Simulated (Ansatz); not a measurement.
# CH6BFOSi: a ladder of functionals and wavefunction methods

One table from this session's results is given with a row withheld; the runs are named, their logs left out.

Method: functionals in def2-TZVPP, the program's frozen cores in correlated methods; program: Ansatz 0.2.0, Gaussian basis.

Plan: PBE-D4, r2SCAN-D4, PBE0-D4, B3LYP-D4, ωB97X-V, ωB97M-V, B2PLYP; CCSD(T)/def2-TZVPP; MP2/def2-QZVPP; extrapolation to the limit.

### Structure used throughout

The geometry comes from an earlier relaxation with PBE0-D4 in a triple-zeta def2 set; it is a stationary point, not always the lowest conformer.

SMILES `OB([SiH3])CF`, 11 atoms, charge 0, spin multiplicity 1.

Atoms are counted from 1 here; the program's logs count them from 0.

Bond lengths: O1–B2 1.355 Å, O1–H6 0.960 Å, B2–Si3 2.036 Å, B2–C4 1.575 Å, Si3–H7 1.488 Å, Si3–H8 1.488 Å, Si3–H9 1.495 Å, C4–F5 1.392 Å, C4–H10 1.098 Å, C4–H11 1.098 Å. Angles: B2–O1–H6 114.3°, O1–B2–Si3 123.2°, O1–B2–C4 115.5°, Si3–B2–C4 121.3°, B2–Si3–H7 111.3°, B2–Si3–H8 111.3°, B2–Si3–H9 109.7°, H7–Si3–H8 108.6°, H7–Si3–H9 107.9°, H8–Si3–H9 107.9°, B2–C4–F5 112.1°, B2–C4–H10 110.8°, B2–C4–H11 111.0°, F5–C4–H10 108.0°, F5–C4–H11 108.0°, H10–C4–H11 106.8°.

Set-up of the first run:

Contents of in.yaml:

```yaml
crystal:
  periodic: [false, false, false]
  atoms:
    - {symbol: O, position_ang: [-1.860503, -0.003703, -0.237721]}
    - {symbol: B, position_ang: [-0.540994, -0.086843, 0.057136]}
    - {symbol: Si, position_ang: [0.912358, 0.779372, -1.076032]}
    - {symbol: C, position_ang: [-0.187179, -0.909056, 1.352621]}
    - {symbol: F, position_ang: [1.182979, -0.936843, 1.595973]}
    - {symbol: H, position_ang: [-2.056608, 0.499605, -1.031729]}
    - {symbol: H, position_ang: [1.680947, 1.784110, -0.292865]}
    - {symbol: H, position_ang: [1.861242, -0.236371, -1.606539]}
    - {symbol: H, position_ang: [0.290681, 1.481260, -2.240383]}
    - {symbol: H, position_ang: [-0.537181, -1.945839, 1.264278]}
    - {symbol: H, position_ang: [-0.680442, -0.482792, 2.235661]}
basis:
  gaussian: {orbitals: def2-TZVPP}
hamiltonian: {xc: pbe, dispersion: d4}
output: {forces: true, orbitals: {seedname: orbitals}}
```

Launch:

```sh
$ ansatz run in.yaml --threads 4 --pin off --events-out ev --progress --plain --max-ram 10444MiB
```

Steps of the session up to this table: PBE-D4 (GGA); r2SCAN-D4 (meta-GGA); PBE0-D4 (hybrid); B3LYP-D4 (hybrid); ωB97X-V (range-separated); ωB97M-V (range-separated); B2PLYP (double hybrid); CCSD(T) in def2-TZVPP; MP2 in def2-QZVPP.

One of the session's tables, all rows but one given; the rest of the session is left out.

```
            method  atomisation energy (kJ/mol)
            PBE-D4                            ?
         r2SCAN-D4                       3992.7
           PBE0-D4                       3969.5
          B3LYP-D4                       3977.4
           ωB97X-V                       3992.9
           ωB97M-V                       3989.5
            B2PLYP                       3935.2
     HF/def2-TZVPP                       2948.5
    MP2/def2-TZVPP                       3935.8
   CCSD/def2-TZVPP                       3821.3
CCSD(T)/def2-TZVPP                       3873.4
           MP2/CBS                       4034.2
       CCSD(T)/CBS                       3971.8
```

Q: Estimate the row for PBE-D4 from the others.

As computed: atomisation energy (kJ/mol): 4041.2. In the column «atomisation energy (kJ/mol)» it is the highest.
